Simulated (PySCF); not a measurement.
# C3H9ClGe (Trimethylgermanium Chloride and Bromide): the cost of one run

Computed with PySCF 2.14.0, with density-fitted response routines of our own, on a single molecule, in the gas phase or a continuum. Atoms count from 0, in the outputs and in this text.

### Step 1. The molecule as given

14 atoms, charge 0, multiplicity 1; geometry from: GFN2-xTB. The atoms were then displaced at random by about 0.01 Å, so the start is not that level's minimum.

Bonds of the start (Å): C0–Ge1 1.96, Ge1–C2 1.98, Ge1–C3 1.96, Ge1–Cl4 2.13, C0–H5 1.09, C0–H6 1.10, C0–H7 1.11, C2–H8 1.10, C2–H9 1.06, C2–H10 1.09, C3–H11 1.09, C3–H12 1.13, C3–H13 1.07.

### Step 2. Optimising the geometry at PBE0-D3(BJ)/def2-TZVP

What the job is given:

```
{"job": {"xc": "PBE0", "basis": "def2-TZVP", "d3": "d3bj", "grid": 2, "shake": 0.01, "kind": "geom"}, "charge": 0, "multiplicity": 1}
C     -0.865740     1.623360    -0.406920
Ge     0.121930     0.114490     0.363480
C      1.737100    -0.319040    -0.704210
C     -0.995150    -1.475970     0.651390
Cl     0.798950     0.739710     2.279490
H     -1.263170     1.402800    -1.401480
H     -1.721280     1.903900     0.221940
H     -0.230000     2.527440    -0.501020
H      2.321930    -1.102020    -0.192620
H      1.484570    -0.649640    -1.683610
H      2.388430     0.553730    -0.773900
H     -1.404480    -1.848350    -0.284330
H     -1.899530    -1.215540     1.282270
H     -0.480720    -2.269940     1.141750
```

On the command line:

```bash
> OMP_NUM_THREADS=1 python probes_run.py task.json out
```

The driver reads the jobs from task.json and runs them one after another.

**Question.** How long does this first job take on 1 thread of Arm Neoverse V2, shared host, and how much memory does it need?

About 2.6 min, with a peak of 1.1 GiB.
